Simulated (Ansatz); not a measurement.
# CH5FGeSSi: the cost of one run

Method: the settings change from run to run; program: Ansatz 0.2.0, Gaussian basis.

## 1. The relaxed structure

The structure was relaxed beforehand with PBE0-D4 in a triple-zeta def2 set.

SMILES `F[SiH]1C[S][GeH2]1`, 10 atoms, charge 0, spin multiplicity 1.

Atoms are counted from 1 here; the program's logs count them from 0.

Bond lengths: F1–Si2 1.602 Å, Si2–C3 1.873 Å, Si2–Ge5 2.352 Å, Si2–H6 1.482 Å, C3–S4 1.840 Å, C3–H7 1.091 Å, C3–H8 1.090 Å, S4–Ge5 2.266 Å, Ge5–H9 1.535 Å, Ge5–H10 1.539 Å. Angles: F1–Si2–C3 116.6°, F1–Si2–Ge5 123.8°, F1–Si2–H6 107.7°, C3–Si2–Ge5 86.7°, C3–Si2–H6 110.3°, Ge5–Si2–H6 110.2°, Si2–C3–S4 95.6°, Si2–C3–H7 115.6°, Si2–C3–H8 115.3°, S4–C3–H7 109.4°, S4–C3–H8 110.8°, H7–C3–H8 109.4°, C3–S4–Ge5 90.1°, Si2–Ge5–S4 73.1°, Si2–Ge5–H9 123.3°, Si2–Ge5–H10 120.8°, S4–Ge5–H9 111.9°, S4–Ge5–H10 111.4° and more.

## 2. rPW86-PBE/def2-mTZVPP

Set apart from the defaults: atoms shaken by 0.08 Å, D3(BJ) dispersion, high accuracy.

in.yaml

```yaml
crystal:
  periodic: [false, false, false]
  atoms:
    - {symbol: F, position_ang: [-2.322295, -0.233479, -0.255092]}
    - {symbol: Si, position_ang: [-1.000765, -0.014027, 0.470142]}
    - {symbol: C, position_ang: [0.361761, -1.487958, 0.084505]}
    - {symbol: S, position_ang: [1.713667, -0.461735, 0.184718]}
    - {symbol: Ge, position_ang: [0.467326, 1.351930, -0.673902]}
    - {symbol: H, position_ang: [-1.059703, 0.458335, 1.948008]}
    - {symbol: H, position_ang: [0.079015, -2.064753, 1.066674]}
    - {symbol: H, position_ang: [0.158901, -1.830326, -0.756395]}
    - {symbol: H, position_ang: [1.252328, 2.790884, -0.030968]}
    - {symbol: H, position_ang: [0.743253, 1.362534, -2.319506]}
basis:
  gaussian: {orbitals: def2-mTZVPP}
hamiltonian: {xc: {name: rPW86-PBE}, dispersion: d3bj}
accuracy: high
output: {forces: true}
```

Launch:

```
> ansatz run in.yaml --threads 4 --pin off --events-out ev --progress --plain --max-ram 10444MiB
```

Q: Estimate wall time and peak memory on 4 threads of Intel Xeon Platinum 8488C, shared host.

About 9.5 s, with a peak of 0.8 GiB.
